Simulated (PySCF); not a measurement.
**C₃H₉Si radical: fields and orbitals**

Aim: take C₃H₉Si radical and see where an electron leaves and enters, analyse its density (charges, bond critical points, surface potential) and measure its response to a uniform field.

The runs use PySCF 2.14.0; levels as typed in each script, gas phase, geometry from GFN2-xTB.

### Step 1. The system as given

SMILES `C[Si](C)C`, 13 atoms, charge 0, spin multiplicity 2.

Bond lengths: C1–Si2 1.908 Å, C1–H5 1.086 Å, C1–H6 1.089 Å, C1–H7 1.086 Å, Si2–C3 1.908 Å, Si2–C4 1.908 Å, C3–H8 1.089 Å, C3–H9 1.086 Å, C3–H10 1.086 Å, C4–H11 1.086 Å, C4–H12 1.089 Å, C4–H13 1.086 Å. Angles: Si2–C1–H5 111.5°, Si2–C1–H6 110.6°, Si2–C1–H7 111.6°, H5–C1–H6 107.7°, H5–C1–H7 107.7°, H6–C1–H7 107.6°, C1–Si2–C3 110.2°, C1–Si2–C4 110.2°, C3–Si2–C4 110.2°, Si2–C3–H8 110.6°, Si2–C3–H9 111.6°, Si2–C3–H10 111.5°, H8–C3–H9 107.6°, H8–C3–H10 107.7°, H9–C3–H10 107.7°, Si2–C4–H11 111.6°, Si2–C4–H12 110.6°, Si2–C4–H13 111.5° and more.

Coordinates:

```
C    -0.4532    1.7491   -0.1799
Si    0.0001   -0.0001    0.4319
C    -1.2882   -1.2670   -0.1800
C     1.7414   -0.4821   -0.1801
H     0.2606    2.4901    0.1666
H    -0.4635    1.7833   -1.2686
H    -1.4369    2.0503    0.1668
H    -1.3147   -1.2910   -1.2687
H    -2.2868   -1.0195    0.1665
H    -1.0572   -2.2697    0.1664
H     2.4943    0.2192    0.1663
H     1.7761   -0.4902   -1.2689
H     2.0264   -1.4709    0.1663
```

### Step 2. Removing and adding an electron (PBE0/6-311+g**)

Contents of input.py:

```python
import numpy as np
from pyscf import gto, scf, dft
from pyscf.scf import atom_ks, atom_hf
from scipy.linalg import block_diag

def solve(mol, dm0=None, hcore=None):
    mf = (dft.UKS if mol.spin else dft.RKS)(mol, xc='pbe0')
    mf.grids.level = 3
    mf = mf.density_fit(auxbasis='def2-universal-jkfit')
    mf.conv_tol, mf.max_cycle = 1e-8, 80
    if hcore is not None:
        mf.get_hcore = lambda *args: hcore
    mf.kernel(dm0)
    if not mf.converged:
        mf = mf.newton().run(mf.mo_coeff, mf.mo_occ, max_cycle=30)
    assert mf.converged, 'SCF not converged'
    return mf

mol = gto.M(atom='''
C     -0.45321     1.74907    -0.17985
Si     0.00013    -0.00010     0.43191
C     -1.28825    -1.26701    -0.17997
C      1.74144    -0.48209    -0.18012
H      0.26065     2.49014     0.16665
H     -0.46353     1.78333    -1.26860
H     -1.43689     2.05035     0.16678
H     -1.31470    -1.29100    -1.26872
H     -2.28683    -1.01951     0.16654
H     -1.05719    -2.26973     0.16645
H      2.49426     0.21915     0.16634
H      1.77612    -0.49022    -1.26888
H      2.02636    -1.47086     0.16627
''', basis='6-311+g**', charge=0, spin=1, verbose=4)
mf = solve(mol)
out = dict(e0=mf.e_tot, dm0=mf.make_rdm1(), c=mf.mo_coeff, occ=mf.mo_occ, eps=mf.mo_energy)
for name, dq, spin in [('cation', 1, 0), ('anion', -1, 0)]:
    ion = mol.copy().set(charge=mol.charge + dq, spin=spin).build()
    mi = solve(ion)
    if spin and dq > 0 and mol.nao < 130:
        c, _, stable, _ = mi.stability(return_status=True)
        if not stable:
            mi = solve(ion, mi.make_rdm1(c, mi.mo_occ))
    print(name, 'vertical energy change / eV', (mi.e_tot - mf.e_tot) * 27.211386)
    out.update({'e_' + name: mi.e_tot, 'dm_' + name: mi.make_rdm1(), 's2_' + name: mi.spin_square()[0], 'eps_' + name: mi.mo_energy, 'occ_' + name: mi.mo_occ})
# spherically averaged free atoms, for the promolecule
atm = atom_ks.get_atm_nrks(mol, xc='pbe0')
pro = block_diag(*[(atm[a[0]][2] * atm[a[0]][3]) @ atm[a[0]][2].T for a in mol._atom])
np.savez('result.npz', pro=pro, **out)
```

Launch:

```console
> OMP_NUM_THREADS=1 python input.py
```

### Step 3. Density, bond paths and surface potential (B3LYP/def2-svpd)

Contents of input.py:

```python
import numpy as np
from pyscf import gto, scf, dft
from pyscf.scf import atom_ks, atom_hf
from scipy.linalg import block_diag

def solve(mol, dm0=None, hcore=None):
    mf = (dft.UKS if mol.spin else dft.RKS)(mol, xc='b3lyp')
    mf.grids.level = 3
    mf = mf.density_fit(auxbasis='def2-universal-jkfit')
    mf.conv_tol, mf.max_cycle = 1e-8, 80
    if hcore is not None:
        mf.get_hcore = lambda *args: hcore
    mf.kernel(dm0)
    if not mf.converged:
        mf = mf.newton().run(mf.mo_coeff, mf.mo_occ, max_cycle=30)
    assert mf.converged, 'SCF not converged'
    return mf

mol = gto.M(atom='''
C     -0.45321     1.74907    -0.17985
Si     0.00013    -0.00010     0.43191
C     -1.28825    -1.26701    -0.17997
C      1.74144    -0.48209    -0.18012
H      0.26065     2.49014     0.16665
H     -0.46353     1.78333    -1.26860
H     -1.43689     2.05035     0.16678
H     -1.31470    -1.29100    -1.26872
H     -2.28683    -1.01951     0.16654
H     -1.05719    -2.26973     0.16645
H      2.49426     0.21915     0.16634
H      1.77612    -0.49022    -1.26888
H      2.02636    -1.47086     0.16627
''', basis='def2-svpd', charge=0, spin=1, verbose=4)
mf = solve(mol)
mf.analyze()
# spherically averaged free atoms, for the promolecule
atm = atom_ks.get_atm_nrks(mol, xc='b3lyp')
pro = block_diag(*[(atm[a[0]][2] * atm[a[0]][3]) @ atm[a[0]][2].T for a in mol._atom])
np.savez('result.npz', e=mf.e_tot, c=mf.mo_coeff, occ=mf.mo_occ, eps=mf.mo_energy, pro=pro, dip=mf.dip_moment(verbose=0), s2=mf.spin_square()[0])
```

### Step 5. Response to an electric field (r2SCAN/aug-cc-pvdz)

Contents of input.py:

```python
import numpy as np
from pyscf import gto, scf, dft
from pyscf.scf import atom_ks, atom_hf
from scipy.linalg import block_diag

def solve(mol, dm0=None, hcore=None):
    mf = (dft.UKS if mol.spin else dft.RKS)(mol, xc='r2scan')
    mf.grids.level = 3
    mf = mf.density_fit(auxbasis='def2-universal-jkfit')
    mf.conv_tol, mf.max_cycle = 1e-8, 80
    if hcore is not None:
        mf.get_hcore = lambda *args: hcore
    mf.kernel(dm0)
    if not mf.converged:
        mf = mf.newton().run(mf.mo_coeff, mf.mo_occ, max_cycle=30)
    assert mf.converged, 'SCF not converged'
    return mf

mol = gto.M(atom='''
C     -0.45321     1.74907    -0.17985
Si     0.00013    -0.00010     0.43191
C     -1.28825    -1.26701    -0.17997
C      1.74144    -0.48209    -0.18012
H      0.26065     2.49014     0.16665
H     -0.46353     1.78333    -1.26860
H     -1.43689     2.05035     0.16678
H     -1.31470    -1.29100    -1.26872
H     -2.28683    -1.01951     0.16654
H     -1.05719    -2.26973     0.16645
H      2.49426     0.21915     0.16634
H      1.77612    -0.49022    -1.26888
H      2.02636    -1.47086     0.16627
''', basis='aug-cc-pvdz', charge=0, spin=1, verbose=4)
field = np.array([0.004, 0.0, 0.0])  # atomic units
mol.set_common_orig(mol.atom_charges() @ mol.atom_coords() / mol.atom_charges().sum())
mf = solve(mol)
out = dict(dm0=mf.make_rdm1(), d0=mf.dip_moment(unit='AU'), e0=mf.e_tot)
for name, sign in (('p', 1), ('m', -1)):
    h = mf.get_hcore() + sign * np.einsum('x,xij->ij', field, mol.intor('int1e_r'))
    mi = solve(mol, mf.make_rdm1(), h)
    out.update({'dm' + name: mi.make_rdm1(), 'd' + name: mi.dip_moment(unit='AU'), 'e' + name: mi.e_tot})
# spherically averaged free atoms, for the promolecule
atm = atom_ks.get_atm_nrks(mol, xc='r2scan')
pro = block_diag(*[(atm[a[0]][2] * atm[a[0]][3]) @ atm[a[0]][2].T for a in mol._atom])
np.savez('result.npz', pro=pro, **out)
```

(Steps that only read results are left out.)

**Question.** What will these runs give? Wanted: dipole moment; HOMO, LUMO; polarisability along the field.

**Answer**, as computed:

```
                                           quantity            value
                    dipole moment (B3LYP/def2-svpd)           0.63 D
                       HOMO, LUMO (B3LYP/def2-svpd)  -5.04, -1.98 eV
polarisability along the field (r2SCAN/aug-cc-pvdz)       76.5 bohr³
```

What this shows: At B3LYP/def2-svpd: The highest Hirshfeld charge is on Si2 (+0.30 e), the lowest on C1, C3 and C4 (−0.20 e). All values hold at the given geometry, in the gas phase.
